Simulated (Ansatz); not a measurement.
# NiO (Fm-3m): magnetic orders compared

One table from this session's results is given with a row withheld; the runs are named, their logs left out.

Method: DFT PBE, scalar-relativistic, plane waves, PAW, in Ansatz 0.2.0.

### The system as given

The structure is cubic, space group Fm-3m (No. 225). Conventional cell: a = 4.217 Å, b = 4.217 Å, c = 4.217 Å, α = 90.00°, β = 90.00°, γ = 90.00°. Ni (site symmetry m-3m) has 6 O at 2.11 Å as nearest neighbours. O (site symmetry m-3m) is surrounded by 6 Ni at 2.11 Å.

Coordinates:

```xyz
2
Lattice="0.0000 2.1084 2.1084 2.1084 0.0000 2.1084 2.1084 2.1084 0.0000" Properties=species:S:1:pos:R:3 pbc="T T T"
Ni    0.0000    0.0000    0.0000
O     2.1084    2.1084    2.1084
```

An earlier run at PBE left this cell at 9.373 Å³/atom and 0.01 GPa (14×14×14 mesh).

The first run:

Input file input.yaml:

```yaml
crystal:
  lattice:
    - [0.0, 2.1084194085, -2.1084194085]
    - [0.0, 2.1084194085, 2.1084194085]
    - [4.216838817, 0.0, 0.0]
  atoms:
    - { symbol: Ni, position: [0.0, 0.0, 0.0], spin: 2.0 }
    - { symbol: O, position: [0.0, 1.0, 0.5] }
    - { symbol: Ni, position: [0.5, 0.5, 0.5], spin: 2.0 }
    - { symbol: O, position: [0.5, 1.5, 1.0] }
basis:
  ecutwfc: 420
  ecutrho_ratio: 4
kpoints:
  mp_grid: { grid: [10, 10, 6] }
hamiltonian:
  xc: pbe
scf:
  occupations: { method: gaussian, width: 0.05 }
  lower_state_search: "off"
output:
  forces: true
  stress: true
  eigenvalues: true
  populations: true
magnetization:
  spin_polarized: true
```

The run is started by

```console
$ ansatz run input.yaml --threads 2 --pin off --max-ram 5120MiB --backend cpu --events-out ev --progress --plain --runs-dir out
```

Steps of the session up to this table: Ferromagnetic, larger cell; Antiferromagnetic, propagation vector (1, 0, 0); Antiferromagnetic, propagation vector (1/2, 1/2, -1/2); No spin polarisation.

One table of the session follows, with a row left open; its other results are not shown here.

It belongs to the step «The orders side by side». 

```
                                                 order  above the lowest (meV/atom)  largest moment (μB)  pressure (GPa)
                                         ferromagnetic                            ?                    ?               ?
       antiferromagnetic, propagation vector (1, 0, 0)                        149.0                 1.44             0.1
antiferromagnetic, propagation vector (1/2, 1/2, -1/2)                          0.0                 1.38            -3.3
                                  no spin polarisation                        197.2                 0.00            -7.7
```

Q: Estimate the row for ferromagnetic from the others.

The run gave: above the lowest (meV/atom): 130.1; largest moment (μB): 1.46; pressure (GPa): 0.0. In the column «above the lowest (meV/atom)» it lies between antiferromagnetic, propagation vector (1/2, 1/2, -1/2) (0.0) and antiferromagnetic, propagation vector (1, 0, 0) (149.0).

The first row is the run of the earlier session that started with parallel moments (-3202.8385 eV/atom).

Limits of these values: Only these orders were tried, at zero temperature; the one found in experiment may not be among them.
